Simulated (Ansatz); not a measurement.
# CH5NSSn: one species, many methods

Aim: compute CH5NSSn with functionals from several rungs and with coupled cluster. The yardstick is the atomisation energy at the CCSD(T) limit.

Program: Ansatz 0.2.0, Gaussian basis. Level of theory: functionals in def2-TZVPP, the program's frozen cores in correlated methods. These are calculated values, not measurements.

The runs, in order: LDA (SPW92), PBE-D4, revPBE-D4, BLYP-D4, r2SCAN-D4, B97M-V, PBE0-D4, B3LYP-D4, r2SCANh-D4, r2SCAN0-D4, HSE06-D4, BHLYP-D4, CAM-B3LYP-D4, LC-ωPBE, ωB97X-V, ωB97M-V, B2PLYP, PBE-QIDH; CCSD(T)/def2-SVP; CCSD(T)/def2-TZVPP; MP2/def2-QZVPP; extrapolation to the limit; RPA on PBE.

### 1 The geometry

The geometry comes from an earlier relaxation with PBE0-D4 in a triple-zeta def2 set; it is a stationary point, not always the lowest conformer. Sn takes the def2 core potential; no spin-orbit term is included.

9 atoms, charge 0, spin multiplicity 1.

Atoms are counted from 1 here; the program's logs count them from 0.

Bond lengths: C1–S2 1.812 Å, C1–H5 1.090 Å, C1–H6 1.091 Å, C1–H7 1.091 Å, S2–Sn3 2.436 Å, Sn3–N4 2.016 Å, N4–H8 1.008 Å, N4–H9 1.008 Å. Angles: S2–C1–H5 107.3°, S2–C1–H6 111.3°, S2–C1–H7 111.3°, H5–C1–H6 108.5°, H5–C1–H7 108.5°, H6–C1–H7 109.9°, C1–S2–Sn3 106.3°, S2–Sn3–N4 96.9°, Sn3–N4–H8 127.0°, Sn3–N4–H9 121.7°, H8–N4–H9 111.3°.

### 2 LDA

This LDA is Slater exchange with PW92 correlation.

Contents of in.yaml:

```yaml
crystal:
  periodic: [false, false, false]
  atoms:
    - {symbol: C, position_ang: [-0.954900, 0.380426, 0.973855]}
    - {symbol: S, position_ang: [0.668730, 0.288334, 1.772203]}
    - {symbol: Sn, position_ang: [2.245955, -0.372421, 0.037244]}
    - {symbol: N, position_ang: [0.911724, -0.492347, -1.469428]}
    - {symbol: H, position_ang: [-1.675861, 0.673955, 1.736936]}
    - {symbol: H, position_ang: [-0.964368, 1.130517, 0.182227]}
    - {symbol: H, position_ang: [-1.253096, -0.588139, 0.570916]}
    - {symbol: H, position_ang: [-0.079054, -0.315781, -1.417638]}
    - {symbol: H, position_ang: [1.189469, -0.750844, -2.403316]}
basis:
  gaussian: {orbitals: def2-TZVPP}
hamiltonian: {xc: lda}
output: {orbitals: {seedname: orbitals}}
```

On the command line:

```sh
$ ansatz run in.yaml --threads 4 --pin off --events-out ev --progress --plain --max-ram 10444MiB
```

After this run come: PBE-D4 (GGA); revPBE-D4 (GGA); BLYP-D4 (GGA); r2SCAN-D4 (meta-GGA); B97M-V (meta-GGA); B3LYP-D4 (hybrid); r2SCANh-D4 (hybrid); r2SCAN0-D4 (hybrid); HSE06-D4 (hybrid); BHLYP-D4 (hybrid); CAM-B3LYP-D4 (range-separated); LC-ωPBE (range-separated); ωB97X-V (range-separated); ωB97M-V (range-separated); B2PLYP (double hybrid); PBE-QIDH (double hybrid); CCSD(T) in def2-SVP; CCSD(T) in def2-TZVPP; MP2 in def2-QZVPP; RPA on PBE orbitals.

Q: Predict the results of all the runs planned. Wanted: atomisation energy, CCSD(T)/CBS; farthest beyond LDA; mean size of error, GGA; mean size of error, meta-GGA; mean size of error, hybrid; mean size of error, range-separated; mean size of error, double hybrid; gap, smallest and largest; T1 diagnostic.

The runs gave:

```
                               quantity                                                                                               value
        atomisation energy, CCSD(T)/CBS                                                                                      717.4 kcal/mol
functionals within 7.2 kcal/mol (1.0 %)  revPBE-D4, BLYP-D4, r2SCAN-D4, B97M-V, PBE0-D4, B3LYP-D4, HSE06-D4, CAM-B3LYP-D4, ωB97X-V, ωB97M-V
                    farthest beyond LDA                                                                           BHLYP-D4 (-25.7 kcal/mol)
                mean size of error, GGA                                                                                        7.0 kcal/mol
           mean size of error, meta-GGA                                                                                        2.8 kcal/mol
             mean size of error, hybrid                                                                                        9.8 kcal/mol
    mean size of error, range-separated                                                                                        4.6 kcal/mol
      mean size of error, double hybrid                                                                                       12.9 kcal/mol
              gap, smallest and largest                                                                3.09 eV (BLYP-D4), 9.34 eV (LC-ωPBE)
                          T1 diagnostic                                                                                              0.0157
triples share of the correlation energy                                                                                               3.9 %
```

LDA overbinds by 106.9 kcal/mol (15 %). PBE-D4 is off by +14.6 kcal/mol. Double hybrids carry the basis error of their MP2 part in triple zeta, and no dispersion term here, so their miss is partly the set-up's. The rungs meta-GGA, range-separated, GGA miss on average by less than the doubt on the reference (7.2 kcal/mol), so they tie. Misses under about 7.2 kcal/mol are within the doubt on the reference itself, which lacks core-valence correlation, spin-orbit coupling and higher excitations, and its outer-core shells are covered unevenly. All levels share the lack of spin-orbit coupling, which lowers the free heavy atoms and so the true binding. Hartree-Fock recovers 68 % of the binding; the rest is correlation. CCSD(T) in def2-SVP is off by -63.0 kcal/mol, so the small basis spoils what the method gains. The gap grows from 3.1 to 9.3 eV across the functionals, mostly with the share of exact exchange. Correlated methods include outer-core shells of Sn, which these sets cover unevenly.
